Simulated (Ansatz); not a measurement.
# BeMg− (doublet): wave-function methods side by side at distance Be1–Mg2 = 3.235 Å, aug-cc-pVDZ

Aim: climb from Hartree-Fock through coupled cluster and multireference methods for BeMg− (doublet) at one geometry and basis, and see what each rung misses.

Method: aug-cc-pVDZ, core rule «outside noble gas», up to 6 orbitals frozen; program: Ansatz 0.2.0, Gaussian basis.

To be run: UHF; CCSD(T) on ROHF; CCSD(T) on UHF; BCCD(T) on ROHF; CISD; CCSDT(Q) on ROHF; CCSDT(Q) on UHF; CASSCF and MRCISD+Q, 3 electrons in 3 orbitals; CASSCF and NEVPT2, 3 electrons in 3 orbitals; CASSCF and MRCISD+Q, 5 electrons in 8 orbitals; CASSCF and NEVPT2, 5 electrons in 8 orbitals; Full CI; Full CI in the symmetry of the determinant.

22 further runs of the same task are left out: 2 for a known fault of the program, 19 that didn't finish, 1 set aside as unsound or not needed.

**1. The geometry**

The geometry derives from a PBE0/def2-TZVPD stationary point (not a proven minimum). One bond is set to the value named and the two fragments are kept rigid.

2 atoms, charge -1, spin multiplicity 2.

Atoms are counted from 1 here; the program's logs count them from 0.

No contacts short enough for the rule that draws bonds.

**2. UHF**

The input, in.yaml:

```yaml
crystal:
  periodic: [false, false, false]
  atoms:
    - {symbol: Be, position_ang: [0.000000, 0.000000, 0.000000]}
    - {symbol: Mg, position_ang: [0.000000, 0.000000, 3.235000]}
basis:
  gaussian: {orbitals: aug-cc-pVDZ}
total_charge: -1
magnetization: {spin_polarized: true, initial_magnetization: 1}
hamiltonian: {xc: hf}
output: {orbitals: {seedname: orbitals}}
```

Run with:

```bash
> ansatz run in.yaml --threads 1 --pin off --events-out ev --progress --plain --max-ram 2393MiB
```

Further steps of the session: CCSD(T) on ROHF; CCSD(T) on UHF; BCCD(T) on ROHF; CISD; CCSDT(Q) on ROHF; CCSDT(Q) on UHF; CASSCF and MRCISD+Q, 3 electrons in 3 orbitals; CASSCF and NEVPT2, 3 electrons in 3 orbitals; CASSCF and MRCISD+Q, 5 electrons in 8 orbitals; CASSCF and NEVPT2, 5 electrons in 8 orbitals; Full CI; Full CI in the symmetry of the determinant.

**Question.** What will the summary of the whole plan be? Wanted: FCI below the RHF energy; UMP2 from FCI; UCCSD(T) from FCI; UCCSDT(Q) from FCI; NEVPT2 valence from FCI; MRCISD+Q valence from FCI; T1 diagnostic; effectively unpaired electrons.

As calculated:

| quantity | value |
| --- | --- |
| FCI below the RHF energy | -2.6430 eV |
| UMP2 from FCI | +932.6 meV |
| UCCSD(T) from FCI | +55.6 meV |
| UCCSDT(Q) from FCI | +1.7 meV |
| NEVPT2 valence from FCI | +396.0 meV |
| MRCISD+Q valence from FCI | +22.2 meV |
| levels within 1 kcal/mol (43 meV) | UCCSDT, UCCSDT(Q), MRCISD+Q valence |
| T1 diagnostic | 0.050 |
| effectively unpaired electrons | 1.30 |

**Reading.** UCCSD(T) misses by +55.6 meV, 2.1 % of the correlation energy. The occupations show some static correlation. Of the multireference levels listed MRCISD+Q valence comes nearest in total energy (+22.2 meV), which doesn't show that its space is the better one. The lowest state has another symmetry than the determinant, whose own symmetry lies 0.02 eV higher, so single-reference misses include that gap. Coupled cluster took another determinant than the lowest Hartree-Fock one. These misses are within one basis, not against nature; the frozen cores of restricted and unrestricted runs differ, which can shift their rows.
